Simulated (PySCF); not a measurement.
# [Pt2H5]−: other functionals and bases at one geometry

How far do other levels of theory move the description of [Pt2H5]−, and what does each cost? The species was built from a template and needn't be a known compound.

Program: PySCF 2.14.0. Level of theory: several levels, as the steps say, no spin–orbit coupling. These are calculated values, not measurements.

3 further runs of the same task are left out: 2 for a known fault of the program, 1 set aside as unsound or not needed. Runs told in other sessions of the task aren't counted.

## 1. Starting geometry

7 atoms, charge -1, spin multiplicity 1.

Bond lengths: Pt1–H3 1.705 Å, Pt1–H4 1.720 Å, Pt1–H5 1.720 Å, Pt1–H6 1.664 Å, Pt2–H3 1.705 Å, Pt2–H4 1.720 Å, Pt2–H5 1.720 Å, Pt2–H7 1.664 Å. Angles: H3–Pt1–H4 64.0°, H3–Pt1–H5 64.0°, H3–Pt1–H6 135.2°, H4–Pt1–H5 60.0°, H4–Pt1–H6 146.9°, H5–Pt1–H6 146.9°, H3–Pt2–H4 64.0°, H3–Pt2–H5 64.0°, H3–Pt2–H7 135.2°, H4–Pt2–H5 60.0°, H4–Pt2–H7 146.9°, H5–Pt2–H7 146.9°, Pt1–H3–Pt2 107.0°, Pt1–H4–Pt2 105.6°, Pt1–H5–Pt2 105.6°.

As a file:

```
atom    x (Å)    y (Å)    z (Å)
 Pt1   0.0057   0.0000   1.3700
 Pt2   0.0057   0.0000  -1.3700
  H3   1.0204   0.0000   0.0000
  H4  -0.5789   0.8593   0.0000
  H5  -0.5789  -0.8593   0.0000
  H6   0.2446   0.0000   3.0173
  H7   0.2446   0.0000  -3.0173
```

Formal oxidation states: Pt +2. An earlier session relaxed this geometry at r2SCAN, Pt def2-SVP with ECP60, H def2-SVP (singlet, point group C2v).

At r2SCAN on the finer grid: E = -241.853909 Eh, HOMO -1.26 eV, LUMO 1.76 eV, Mulliken charge on Pt1 -0.26 e, largest force component 0.038 eV/Å. 

Levels to run: PBE; HF; TPSSh; TPSS; r2SCAN, TZVP; r2SCAN, x2c-SVP. Hardware: 2 threads of Arm Neoverse V1, shared host.

## 2. PBE

run.py (the lines that set the calculation) reads:

```python
mol = gto.M(atom='''
Pt     0.00570     0.00000     1.37005
Pt     0.00569     0.00000    -1.37005
H      1.02036    -0.00001     0.00000
H     -0.57887     0.85930     0.00000
H     -0.57888    -0.85929     0.00000
H      0.24457     0.00000     3.01727
H      0.24457     0.00000    -3.01727''',
    basis={'Pt': 'def2-SVP', 'H': 'def2-SVP'},
    ecp={'Pt': 'def2-SVP'},
    charge=-1, spin=0)
mf = dft.RKS(mol, xc='PBE')
mf.grids.atom_grid = (75, 302)
mf = mf.density_fit()  # fitting sets: Pt def2-universal-JKFIT, H def2-universal-JKFIT
mf.conv_tol = 1e-08; mf.max_cycle = 55
mf.kernel(dm0)  # dm0: the density of the relaxed state
```

Run with:

```sh
> OMP_NUM_THREADS=2 python run.py
```

## 3. HF

Edit run.py (the lines that set the calculation) of step 2 so:

```diff
@@ -11,4 +11,3 @@
     charge=-1, spin=0)
-mf = dft.RKS(mol, xc='PBE')
-mf.grids.atom_grid = (75, 302)
+mf = scf.RHF(mol)
 mf = mf.density_fit()  # fitting sets: Pt def2-universal-JKFIT, H def2-universal-JKFIT
```

## 4. TPSSh

Edit run.py (the lines that set the calculation) of step 3 so:

```diff
@@ -11,3 +11,4 @@
     charge=-1, spin=0)
-mf = scf.RHF(mol)
+mf = dft.RKS(mol, xc='TPSSH')
+mf.grids.atom_grid = (75, 302)
 mf = mf.density_fit()  # fitting sets: Pt def2-universal-JKFIT, H def2-universal-JKFIT
```

## 5. TPSS

Edit run.py (the lines that set the calculation) of step 4 so:

```diff
@@ -11,3 +11,3 @@
     charge=-1, spin=0)
-mf = dft.RKS(mol, xc='TPSSH')
+mf = dft.RKS(mol, xc='TPSS')
 mf.grids.atom_grid = (75, 302)
```

## 6. r2SCAN, TZVP

Basis: Pt def2-TZVP with ECP60, H def2-TZVP. 

Edit run.py (the lines that set the calculation) of step 5 so:

```diff
@@ -8,6 +8,6 @@
 H      0.24457     0.00000    -3.01727''',
-    basis={'Pt': 'def2-SVP', 'H': 'def2-SVP'},
-    ecp={'Pt': 'def2-SVP'},
+    basis={'Pt': 'def2-TZVP', 'H': 'def2-TZVP'},
+    ecp={'Pt': 'def2-TZVP'},
     charge=-1, spin=0)
-mf = dft.RKS(mol, xc='TPSS')
+mf = dft.RKS(mol, xc='R2SCAN')
 mf.grids.atom_grid = (75, 302)
@@ -15,2 +15,2 @@
 mf.conv_tol = 1e-08; mf.max_cycle = 55
-mf.kernel(dm0)  # dm0: the density of the relaxed state
+mf.kernel(dm0)  # dm0: free metal ions and neutral atoms
```

## 7. r2SCAN, x2c-SVP

Basis: Pt x2c-SVPall, H x2c-SVPall. All electrons are treated, with the spin-free X2C Hamiltonian.

run.py (the lines that set the calculation) reads:

```python
mol = gto.M(atom='''
Pt     0.00570     0.00000     1.37005
Pt     0.00569     0.00000    -1.37005
H      1.02036    -0.00001     0.00000
H     -0.57887     0.85930     0.00000
H     -0.57888    -0.85929     0.00000
H      0.24457     0.00000     3.01727
H      0.24457     0.00000    -3.01727''',
    basis={'Pt': 'x2c-SVPall', 'H': 'x2c-SVPall'},
    nucmod='G',
    charge=-1, spin=0)
mf = dft.RKS(mol, xc='R2SCAN')
mf.grids.atom_grid = (99, 590)
mf = mf.density_fit()  # fitting sets: Pt AutoAux, H AutoAux
mf = mf.sfx2c1e()
mf.conv_tol = 1e-08; mf.max_cycle = 55
mf.kernel(dm0)  # dm0: free metal ions and neutral atoms
```

Q: Predict the outcome of this session. Wanted: for each run, HOMO; gap; charge on Pt1; dipole; largest force component.

The runs gave:

| level | state | HOMO (eV) | gap (eV) | charge on Pt1 (e) | dipole (D) | largest force component (eV/Å) | basis functions | time |
| --- | --- | --- | --- | --- | --- | --- | --- | --- |
| r2SCAN (relaxed here) | singlet | -1.26 | 3.02 | -0.26 | 0.69 | 0.04 | 89 | 20 s |
| PBE | singlet | -1.04 | 2.69 | -0.34 | 0.63 | 0.39 | 89 | 4.3 s |
| HF | singlet | -4.17 | 8.81 | -0.18 | 1.02 | 0.86 | 89 | 1.8 s |
| TPSSh | singlet | -1.47 | 3.45 | -0.24 | 0.70 | 0.16 | 89 | 5.7 s |
| TPSS | singlet | -1.06 | 2.80 | -0.25 | 0.67 | 0.30 | 89 | 6.2 s |
| r2SCAN, TZVP | singlet | -1.24 | 2.92 | -0.36 | 0.66 | 0.14 | 110 | 9.4 s |
| r2SCAN, x2c-SVP | singlet | -1.32 | 3.04 | -0.50 | 0.67 | 0.33 | 157 | 59 s |

Times are on 2 threads of Arm Neoverse V1, shared host; the first row also made further properties. The dipole of a charged species depends on the origin, so these sizes hold for this origin alone.

In one basis the HOMO–LUMO gap runs from 2.69 eV (PBE) to 8.81 eV (HF). The largest leftover force, 0.86 eV/Å with HF, stands at a geometry relaxed at another level. The Mulliken charge on Pt spans -0.50 to -0.18 e over the levels. Total energies of different levels can't be compared. Spin–orbit coupling is left out throughout.
